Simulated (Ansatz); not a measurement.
# Ga4As3N: the cost of one run

The runs shown are made with Ansatz 0.2.0. PAW datasets, plane waves. No spin polarisation and no zero-point or thermal motion; the cell was built from a prototype and may be hypothetical.

### 1 The cell

The cell was relaxed beforehand with r2SCAN.

It is tetragonal, I-42m (No. 121); conventional cell a = 5.388 Å, c = 10.614 Å, 19.26 Å³ an atom. N has 4 Ga at 2.01 Å; Ga has 1 N at 2.01 Å and 3 As at 2.42–2.50 Å; As has 4 Ga at 2.42 Å; As has 4 Ga at 2.50 Å.

The structure in full:

```cif
data_structure
_symmetry_space_group_name_H-M 'P 1'
_symmetry_Int_Tables_number 1
_cell_length_a 6.5329
_cell_length_b 6.5329
_cell_length_c 6.5329
_cell_angle_alpha 131.291
_cell_angle_beta 131.291
_cell_angle_gamma 71.352
_cell_volume 154.07
loop_
_atom_site_label
_atom_site_type_symbol
_atom_site_fract_x
_atom_site_fract_y
_atom_site_fract_z
_atom_site_occupancy
N1 N 0.00000 0.00000 0.00000 1
Ga1 Ga 0.67573 0.67573 0.57576 1
As1 As 0.25000 0.75000 0.50000 1
Ga2 Ga 0.90003 0.32427 0.00000 1
As2 As 0.50000 0.50000 0.00000 1
Ga3 Ga 0.09997 0.09997 0.42424 1
As3 As 0.75000 0.25000 0.50000 1
Ga4 Ga 0.32427 0.90003 0.00000 1
```

### 2 Band structure with PBE

Input file input.yaml:

```yaml
crystal:
  lattice:
    - [-2.6940485724, 2.6940485724, 5.3068335635]
    - [2.6940485724, -2.6940485724, 5.3068335635]
    - [2.6940485724, 2.6940485724, -5.3068335635]
  atoms:
    - { symbol: "N", position: [0.0, 0.0, 0.0] }
    - { symbol: Ga, position: [0.6757337504, 0.6757337504, 0.575760913] }
    - { symbol: As, position: [0.25, 0.75, 0.5] }
    - { symbol: Ga, position: [0.9000271626, 0.3242662496, 0.0] }
    - { symbol: As, position: [0.5, 0.5, 0.0] }
    - { symbol: Ga, position: [0.0999728374, 0.0999728374, 0.424239087] }
    - { symbol: As, position: [0.75, 0.25, 0.5] }
    - { symbol: Ga, position: [0.3242662496, 0.9000271626, 0.0] }
kpoints:
  mp_grid: { grid: [6, 6, 6] }
  band_path:
    path:
      - [[0.0, 0.0, 0.0], [-1.050596216533e-17, 1.050596216533e-17, 0.5], [0.25, 0.25, 0.25], [3.368557557078e-17, 0.5, -3.368557557078e-17], [0.0, 0.0, 0.0], [0.5, 0.5, -0.5], [0.3144287814292, 0.6855712185708, -0.3144287814292]]
      - [[-0.3144287814292, 0.3144287814292, 0.3144287814292], [0.0, 0.0, 0.0]]
      - [[-1.050596216533e-17, 1.050596216533e-17, 0.5], [-0.1288575628583, 0.1288575628583, 0.5]]
      - [[0.5, 0.5, -0.1288575628583], [0.5, 0.5, -0.5]]
    npoints: 10
hamiltonian:
  xc: pbe
scf:
  occupations: { method: fermi_dirac, width: 0.02 }
  n_extra_bands: 6
output:
  forces: true
  stress: true
  eigenvalues: true
  write_density: true
  write_potential: true
  elf: true
  volumetric_format: npy
```

Run with:

```sh
$ ansatz run input.yaml --threads 4 --pin off --max-ram 6451MiB --backend cpu --events-out ev --progress --plain --runs-dir out
```

Q: Estimate wall time and peak memory on 4 threads of Arm Neoverse V2, shared host.

About 19 s, with a peak of 0.88 GiB.
